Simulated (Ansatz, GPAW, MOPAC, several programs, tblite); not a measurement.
**ZnIF (a single layer) from cheap methods to r2SCAN**

Aim: run ZnIF as a single layer in vacuum through methods of unlike cost and see what each gets, and at what price.

Method: no spin polarisation, static lattice; gaps from single points on the cell relaxed beforehand with r²SCAN, in MOPAC, tblite, GPAW, Ansatz (versions at each run).

### 1 Starting point

The structure is trigonal, space group P3m1 (No. 156). The conventional cell has a = 3.716 Å, b = 3.716 Å, c = 28.862 Å, α = 90.00°, β = 90.00°, γ = 120.00°. Around Zn (site symmetry 3m) lie 3 F at 2.29 Å and 3 I at 2.72 Å. F (site symmetry 3m) is surrounded by 3 Zn at 2.29 Å. Around I (site symmetry 3m) lie 3 Zn at 2.72 Å.

As a file:

```xyz
3
Lattice="3.7164 0.0000 0.0000 -1.8582 3.2185 0.0000 0.0000 0.0000 28.8619" Properties=species:S:1:pos:R:3 pbc="T T T"
Zn    0.0000    0.0000    9.2920
F     0.0000    2.1457   10.0930
I     1.8582    1.0728    7.6150
```

The cell holds a single layer (1T monolayer (Janus)) with vacuum along c; the form is built, and need not be the compound's stable one.

**Question.** The methods are PM6, PM7, GFN1-xTB (tblite), GFN2-xTB (tblite), PBE/single-zeta, coarse PBE, GLLB-SC, PBE, r2SCAN. What gap does r2SCAN give on this cell, and which other methods (full PBE left aside) come nearest to r2SCAN and farthest in gap?

| quantity | value |
| --- | --- |
| r2SCAN | gap 1.81 eV |
| gap: nearest and farthest of the other methods | PBE/single-zeta (-0.15 eV), PM7 (+6.38 eV) |

In words: Among the 7 methods compared for the gap (full PBE left aside), PBE/single-zeta is nearest to r2SCAN and PM7 farthest. A minimal basis or a coarse cutoff and mesh shifts results by its own error, so closeness to r2SCAN can be chance. Cluster runs see only the k-points that fold onto the zone centre, so their gaps can miss the band edges. GLLB-SC is compared with its derivative discontinuity added. CPU times run from 0.39 s (PM6) to 42 s (r2SCAN). r2SCAN is a yardstick, not the truth: it usually gives gaps below the measured ones. Spin-orbit coupling is left out throughout.
